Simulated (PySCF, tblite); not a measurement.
**C₇H₁₄F₂Si: geometry, infrared bands and NMR shifts**

Wanted: the infrared bands and NMR shifts of C₇H₁₄F₂Si (`C[C@@H](CF)[Si@]1(C)C[C@H](F)C1`), by calculation.

Computed with tblite 0.8.0 and PySCF 2.14.0, with density-fitted response routines of our own, on a single molecule in the gas phase. Atoms are numbered from 0 throughout.

## 1. The molecule as given

24 atoms, charge 0, multiplicity 1; geometry from: force field or distance geometry start.

Bonds of the start (Å): C0–C1 1.52, C1–C2 1.53, C2–F3 1.38, C1–Si4 1.86, Si4–C5 1.85, Si4–C6 1.83, C6–C7 1.51, C7–F8 1.38, C7–C9 1.53, C9–Si4 1.82, C0–H10 1.12, C0–H11 1.09, C0–H12 1.12, C1–H13 1.08, C2–H14 1.08, C2–H15 1.12, C5–H16 1.09, C5–H17 1.13, C5–H18 1.08, C6–H19 1.11, C6–H20 1.11, C7–H21 1.10, C9–H22 1.12, C9–H23 1.09.

## 2. Optimising the geometry with GFN2-xTB

What the job is given:

```
{"job": {"kind": "relax", "xc": "GFN2-xTB", "basis": "xTB"}, "charge": 0, "multiplicity": 1}
C     -2.196400     0.085000    -1.193600
C     -1.210700     0.753900    -0.251900
C     -1.822400     0.567200     1.139300
F     -1.960300    -0.793200     1.329600
Si     0.370400    -0.224900    -0.140400
C      0.108800    -2.041100    -0.343000
C      1.420400     0.378700     1.232100
C      2.620400     0.648800     0.364700
F      3.053400     1.957500     0.394200
C      1.869600     0.410200    -0.949500
H     -2.449700    -0.948000    -0.856900
H     -1.835200     0.114900    -2.217100
H     -3.145400     0.683800    -1.129700
H     -1.071700     1.812800    -0.443000
H     -1.177400     0.967900     1.913800
H     -2.869800     0.962600     1.182300
H     -0.402700    -2.408300     0.550000
H     -0.618300    -2.177500    -1.190900
H      1.038500    -2.528800    -0.615600
H      1.045300     1.336200     1.656300
H      1.589600    -0.320600     2.074400
H      3.409200    -0.081700     0.601500
H      2.428300    -0.403700    -1.479800
H      1.794400     1.267900    -1.619400
```

The run is started by

```
> OMP_NUM_THREADS=1 python probes_run.py task.json out
```

This one command runs all jobs of the session in turn.

**Question.** This job is followed by: GFN2-xTB harmonic vibrations, gas phase; GIAO PBE0/pcSseg-1 NMR shielding, non-relativistic, gas phase. Predict these results of the whole session: strongest single infrared mode (GFN2-xTB); zero-point energy (GFN2-xTB); 13C shifts against TMS (PBE0/pcSseg-1); 1H shifts against TMS (PBE0/pcSseg-1, means over atoms taken as alike); 19F shifts against CFCl3 (PBE0/pcSseg-1); 29Si shifts against TMS (PBE0/pcSseg-1).

**Answer**, as computed:

| quantity | value |
| --- | --- |
| strongest single infrared mode (GFN2-xTB) | 852 cm⁻¹, 170 km/mol |
| zero-point energy (GFN2-xTB) | 123.4 kcal/mol |
| 13C shifts against TMS (PBE0/pcSseg-1) | 90.0, 87.5, 30.9, 28.3, 27.3, 14.2, -1.9 ppm |
| 1H shifts against TMS (PBE0/pcSseg-1, means over atoms taken as alike) | 5.20, 5.06, 4.73, 1.90, 1.85, 1.76, 1.68, 1.26, 0.96, 0.38 ppm |
| 19F shifts against CFCl3 (PBE0/pcSseg-1) | -164.3, -251.1 ppm |
| 29Si shifts against TMS (PBE0/pcSseg-1) | -10.9 ppm |

In words: The optimisation took 115 steps and gained 0.949 eV; among the close pairs (by a distance rule), Si4–C9 changed most, from 1.818 to 1.918 Å. No mode is imaginary among the 66: a minimum at this level. The strongest single mode, at 852 cm⁻¹, is spread over many atoms; the largest shares are those of H18, Si4. GFN2-xTB is a fitted tight-binding method: band positions and strengths are rough. Its intensities can rank the bands wrongly. The most deshielded carbon is C2 (sp3 CH2 bonded to F), at 90.0 ppm: deshielded by the electronegative neighbour. H21 (hydrogen on an sp3 CH bonded to F) lies farthest downfield among hydrogen, at 5.20 ppm; its carbon carries F, which withdraws density. At PBE0/pcSseg-1: The largest span, 135 ppm, is at Si4, where the paramagnetic term is -521 ppm.
